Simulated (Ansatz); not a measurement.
# CH5B2ClO: rigid torsion scan

The task is a rigid torsion scan, for CH5B2ClO. SMILES: BC(Cl)BO.

Program: Ansatz 0.2.0 through its Python package. Level of theory: Hartree-Fock/def2-SVP. These are calculated values, not measurements.

## 1. The system

Bond lengths: B1–C2 1.560 Å, C2–Cl3 1.752 Å, C2–B4 1.582 Å, B4–O5 1.452 Å, B1–H6 1.214 Å, B1–H7 1.189 Å, C2–H8 1.095 Å, B4–H9 1.155 Å, O5–H10 0.984 Å. Angles: B1–C2–Cl3 109.1°, B1–C2–B4 114.6°, B1–C2–H8 109.5°, Cl3–C2–B4 106.6°, Cl3–C2–H8 107.2°, B4–C2–H8 109.5°, C2–B1–H6 119.7°, C2–B1–H7 122.3°, H6–B1–H7 117.6°, C2–B4–O5 122.1°, C2–B4–H9 118.8°, O5–B4–H9 118.0°, B4–O5–H10 102.7°.

The script holds or builds the structure itself.

## 2. The code

run_torsion.py

```python
"""Energy of CH5B2ClO as one group turns about a bond."""

import logging
import sys

import ansatz as az
from ase import Atoms

logging.basicConfig(stream=sys.stdout, format="[%(levelname)s] %(message)s")
logger = logging.getLogger("calc")
logger.setLevel(logging.INFO)

atoms = Atoms(["B", "C", "Cl", "B", "O", "H", "H", "H", "H", "H"], positions=[
    (-0.6727, -0.4765, 1.3268),
    (0.3595, -0.6225, 0.1661),
    (1.9254, -0.0649, 0.7196),
    (0.0137, 0.2143, -1.1306),
    (-0.1987, 1.6505, -1.0894),
    (-1.8355, -0.7683, 1.1372),
    (-0.3961, 0.0379, 2.3628),
    (0.4667, -1.6797, -0.098),
    (-0.2744, -0.3493, -2.0967),
    (0.6953, 2.0073, -1.2948),
])

# start the scan from a relaxed geometry
first = (
    az.Crystal.molecule_from_ase(atoms).calculation()
    .basis(gaussian="def2-SVP")
    .functional("hf")
    .relax(force_tolerance=0.02, max_steps=80)
)
atoms.positions = first.run(threads=1).report["positions_ang"]

start = atoms.get_dihedral(1, 3, 4, 9)
energies = {}
for turn in range(0, 360, 30):
    turned = atoms.copy()
    turned.set_dihedral(1, 3, 4, 9, start + turn, indices=[4, 9])
    model = az.Crystal.molecule_from_ase(turned).calculation()
    model = model.basis(gaussian="def2-SVP").functional("hf")
    energies[round((start + turn) % 360)] = model.run(threads=1).report["free_energy_ev"]
floor = min(energies.values())
logger.info("dihedral C1-B3-O4-H9 (deg)   E - E(min) (kcal/mol)")
for angle, e in sorted(energies.items()):
    logger.info(f"{angle:8d} {23.060548 * (e - floor):14.3f}  " + "#" * int(30 * (e - floor) / max(max(energies.values()) - floor, 1e-9)))
```

## 3. The input behind the calls

The package turns the script's settings into the engine's input (first run):

```yaml
crystal:
  periodic: [false, false, false]
  atoms:
    - { symbol: B, position_ang: [-0.6727, -0.4765, 1.3268] }
    - { symbol: C, position_ang: [0.3595, -0.6225, 0.1661] }
    - { symbol: Cl, position_ang: [1.9254, -0.0649, 0.7196] }
    - { symbol: B, position_ang: [0.0137, 0.2143, -1.1306] }
    - { symbol: O, position_ang: [-0.1987, 1.6505, -1.0894] }
    - { symbol: H, position_ang: [-1.8355, -0.7683, 1.1372] }
    - { symbol: H, position_ang: [-0.3961, 0.0379, 2.3628] }
    - { symbol: H, position_ang: [0.4667, -1.6797, -0.098] }
    - { symbol: H, position_ang: [-0.2744, -0.3493, -2.0967] }
    - { symbol: H, position_ang: [0.6953, 2.0073, -1.2948] }
basis:
  gaussian:
    orbitals: def2-SVP
hamiltonian:
  xc: hf
relax:
  f_tol: 0.02
  max_steps: 80
```

## 4. Running it

On the command line:

```sh
$ python run_torsion.py
```

Without the output at hand: what should come out? Wanted: range of energy; lowest point, turn.

As calculated:

| quantity | value |
| --- | --- |
| runs compared | 12 |
| range of energy | 0.733 eV |
| lowest point, turn (°) | 0 |

In words: The lowest point lies at a turn of 0°, the highest 0.733 eV (70.7 kJ/mol) above it at 270°. The grid can miss the true lowest and highest points, and the rest of the molecule is held rigid. Run 0: After 11 moves the largest shift is 0.939 Å, of atom 9 (H). So large a move can change the bonding: the results belong to the relaxed structure. The scan is rigid and the energies are electronic, in a modest basis. With rigid groups the curve can differ much from the relaxed path, the start wasn't checked as a minimum of this torsion, and equivalent turns needn't return to the same energy.
